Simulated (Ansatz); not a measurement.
# Sn2Ir: the cost of one run

Method: DFT LDA, scalar-relativistic, in Ansatz 0.2.0.

### 1 Starting point

The structure is cubic, space group Fm-3m (No. 225). The conventional cell has a = 6.338 Å, b = 6.338 Å, c = 6.338 Å, α = 90.00°, β = 90.00°, γ = 90.00°. Sn (site symmetry -43m) is surrounded by 4 Ir at 2.74 Å. Ir (site symmetry m-3m) has 8 Sn at 2.74 Å in its first shell of neighbours.

As a file:

```
Sn Ir
1.0
     0.00000    3.16900    3.16900
     3.16900    0.00000    3.16900
     3.16900    3.16900    0.00000
Sn Ir
2 1
Direct
  0.25000 0.25000 0.25000
  0.75000 0.75000 0.75000
  0.00000 0.00000 0.00000
```

Atoms are numbered in the order of the input: Sn1, Sn2, Ir3.

### 2 The deformed structure

Space group Fm-3m before, I4/mmm after.

### 3 LAPW, all electrons

input.yaml reads:

```yaml
crystal:
  lattice:
    - [0.0, 3.169, 3.23238]
    - [3.169, 0.0, 3.23238]
    - [3.169, 3.169, 0.0]
  atoms:
    - { symbol: Sn, position: [0.25, 0.25, 0.25] }
    - { symbol: Sn, position: [0.75, 0.75, 0.75] }
    - { symbol: Ir, position: [0.0, 0.0, 0.0] }
kpoints:
  mp_grid: { grid: [10, 10, 10] }
  band_path:
    path:
      - [0.0, 0.0, 0.0]
      - [0.0, 0.5, 0.5]
      - [0.25, 0.75, 0.5]
      - [0.0, 0.5, 0.0]
      - [0.0, 0.0, 0.0]
      - [0.5, 0.5, 0.0]
      - [0.3701460977, 0.6298539023, 0.0]
      - [-0.3701460977, 0.3701460977, 0.0]
      - [0.0, 0.0, 0.0]
    npoints: 5
scf:
  occupations: { method: fermi_dirac, width: 0.03 }
hamiltonian:
  xc: lda
  pseudopotentials: { kind: all_electron, lapw: { basis_error: 0.001 } }
output:
  forces: true
  stress: true
  eigenvalues: true
```

Command:

```sh
$ ansatz run input.yaml --threads 1 --pin off --max-ram 4096MiB --backend cpu --events-out ev --progress --plain --runs-dir out
```

**Question.** How long does this run take on 1 thread of Arm Neoverse V2, shared host, and how much memory does it need?

About 82 s, with a peak of 0.85 GiB.
